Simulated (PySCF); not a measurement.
# [SmH2]+: other functionals and bases at one geometry

The task here is to estimate one member of a computed series from the others.

Computed with PySCF 2.14.0. Level: several levels, as the steps say, no spin–orbit coupling.

1 further run of the same task is left out (for a known fault of the program).

**Where the work starts**

3 atoms, charge 1, spin multiplicity 1.

Bond lengths: Sm1–H2 1.950 Å, Sm1–H3 1.950 Å. Angles: H2–Sm1–H3 106.4°.

Geometry (Å):

```
Sm    0.0000    0.0000   -0.1813
H     1.5613    0.0000    0.9867
H    -1.5613    0.0000    0.9867
```

Formal oxidation states: Sm +3. Each metal's 5 4f electrons lie in its core potential, so multiplicities, spins and levels count the valence alone. An earlier session relaxed this geometry at PBE0, Sm lcecp-1-SVP with ECP51, H def2-SVP (singlet, point group C2v).

At PBE0 on the finer grid: E = -35.580142 Eh, HOMO -12.62 eV, LUMO -7.64 eV, Mulliken charge on Sm1 +1.25 e, largest force component 0.005 eV/Å. 

Levels to run: HF; wB97X; PBE0, TZVP. Hardware: 2 threads of Arm Neoverse V1, shared host.

Set-up of the first run:

Input file run.py (the lines that set the calculation):

```python
mol = gto.M(atom='''
Sm     0.00000     0.00000    -0.18130
H      1.56128     0.00000     0.98670
H     -1.56128     0.00000     0.98670''',
    basis={'Sm': 'lcecp-1-SVP', 'H': 'def2-SVP'},
    ecp={'Sm': 'lcecp-1-SVP'},
    charge=1, spin=0)
mf = scf.RHF(mol)
mf = mf.density_fit()  # fitting sets: Sm AutoAux, H def2-universal-JKFIT
mf.conv_tol = 1e-08; mf.max_cycle = 55
mf.kernel(dm0)  # dm0: the density of the relaxed state
```

The run is started by

```sh
$ OMP_NUM_THREADS=2 python run.py
```

Among the steps run: HF; wB97X; PBE0, TZVP.

One of the session's tables, all rows but one given; the rest of the session is left out.

```
              level  HOMO (eV)  gap (eV)  charge on Sm1 (e)  dipole (D)  largest force component (eV/Å)
PBE0 (relaxed here)     -12.62      4.98               1.25        4.33                            0.00
                 HF     -15.36     10.27               1.49        5.44                            0.19
              wB97X     -14.91      9.51               1.30        4.84                            0.04
         PBE0, TZVP          ?         ?                  ?           ?                               ?
```

Estimate the missing values for PBE0, TZVP.

**Answer.** HOMO (eV): -12.61; gap (eV): 5.00; charge on Sm1 (e): 1.32; dipole (D): 4.41; largest force component (eV/Å): 0.05. In the column «HOMO (eV)» it is the highest.

The dipole of a charged species depends on the origin, so these sizes hold for this origin alone.

In one basis the HOMO–LUMO gap runs from 4.98 eV (PBE0) to 10.27 eV (HF). The largest leftover force, 0.19 eV/Å with HF, stands at a geometry relaxed at another level. With 4f in the core, its levels are missing from HOMO and gap, and its count is fixed, so no charge can pass from the ligands into it. Total energies of different levels can't be compared.
